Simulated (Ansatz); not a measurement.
**C3H9PSi: basis-set convergence**

One table from this session's results is given with a row withheld; the runs are named, their logs left out.

The runs use Ansatz 0.2.0, Gaussian basis; one geometry, several basis sets.

Levels to be run: PBE0-D4/def2-SVP; ωB97M-V/def2-SVP; PBE0-D4/def2-QZVPP; ωB97M-V/def2-QZVPP; the functionals' def2-TZVPP values are taken from earlier runs.

## The relaxed structure

An earlier PBE0-D4 in a triple-zeta def2 set relaxation fixed the geometry.

SMILES `P[SiH2]C1CC1`, 14 atoms, charge 0, spin multiplicity 1.

Atoms are counted from 1 here; the program's logs count them from 0.

Bond lengths: P1–Si2 2.256 Å, P1–H6 1.422 Å, P1–H7 1.422 Å, Si2–C3 1.853 Å, Si2–H8 1.491 Å, Si2–H9 1.489 Å, C3–C4 1.508 Å, C3–C5 1.509 Å, C3–H10 1.086 Å, C4–C5 1.490 Å, C4–H11 1.083 Å, C4–H12 1.084 Å, C5–H13 1.084 Å, C5–H14 1.083 Å. Angles: Si2–P1–H6 93.4°, Si2–P1–H7 93.5°, H6–P1–H7 93.4°, P1–Si2–C3 115.1°, P1–Si2–H8 107.3°, P1–Si2–H9 106.6°, C3–Si2–H8 107.7°, C3–Si2–H9 111.4°, H8–Si2–H9 108.5°, Si2–C3–C4 119.5°, Si2–C3–C5 119.9°, Si2–C3–H10 116.0°, C4–C3–C5 59.2°, C4–C3–H10 115.2°, C5–C3–H10 115.3°, C3–C4–C5 60.5°, C3–C4–H11 117.6°, C3–C4–H12 118.2° and more.

The first run:

File in.yaml:

```yaml
crystal:
  periodic: [false, false, false]
  atoms:
    - {symbol: P, position_ang: [-2.418440, 1.263305, 1.120573]}
    - {symbol: Si, position_ang: [-0.392241, 0.285551, 1.293348]}
    - {symbol: C, position_ang: [0.601262, 0.254314, -0.270290]}
    - {symbol: C, position_ang: [0.349378, -0.829295, -1.287808]}
    - {symbol: C, position_ang: [1.611734, -0.843669, -0.496903]}
    - {symbol: H, position_ang: [-1.897156, 2.430957, 0.499016]}
    - {symbol: H, position_ang: [-2.713514, 0.632898, -0.119023]}
    - {symbol: H, position_ang: [-0.616571, -1.126148, 1.716738]}
    - {symbol: H, position_ang: [0.333171, 0.996486, 2.382787]}
    - {symbol: H, position_ang: [0.868360, 1.222656, -0.683384]}
    - {symbol: H, position_ang: [0.403579, -0.557024, -2.334618]}
    - {symbol: H, position_ang: [-0.401065, -1.578873, -1.061883]}
    - {symbol: H, position_ang: [1.724527, -1.602216, 0.269290]}
    - {symbol: H, position_ang: [2.533975, -0.578143, -0.999042]}
basis:
  gaussian: {orbitals: def2-SVP}
hamiltonian: {xc: pbe0, dispersion: d4}
output: {orbitals: {seedname: orbitals}}
```

Run with:

```sh
$ ansatz run in.yaml --threads 4 --pin off --events-out ev --progress --plain --max-ram 10444MiB
```

Among the steps run: PBE0-D4 in def2-SVP; ωB97M-V in def2-SVP; PBE0-D4 in def2-QZVPP; ωB97M-V in def2-QZVPP.

One table of the session follows, with a row left open; its other results are not shown here.

It belongs to the step «Density functionals: the series». 

| functional | basis | HOMO (eV) | LUMO (eV) |
| --- | --- | --- | --- |
| PBE0-D4 | def2-SVP | -7.23 | 1.04 |
| PBE0-D4 | def2-TZVPP | -7.26 | 0.63 |
| PBE0-D4 | def2-QZVPP | -7.27 | 0.34 |
| ωB97M-V | def2-SVP | ? | ? |
| ωB97M-V | def2-TZVPP | -9.35 | 2.22 |
| ωB97M-V | def2-QZVPP | -9.36 | 1.55 |

**Question.** Estimate the row for ωB97M-V, def2-SVP.

**Answer.** HOMO (eV): -9.29; LUMO (eV): 3.04. In the column «HOMO (eV)» it lies between ωB97M-V, def2-TZVPP (-9.35) and PBE0-D4, def2-QZVPP (-7.27).
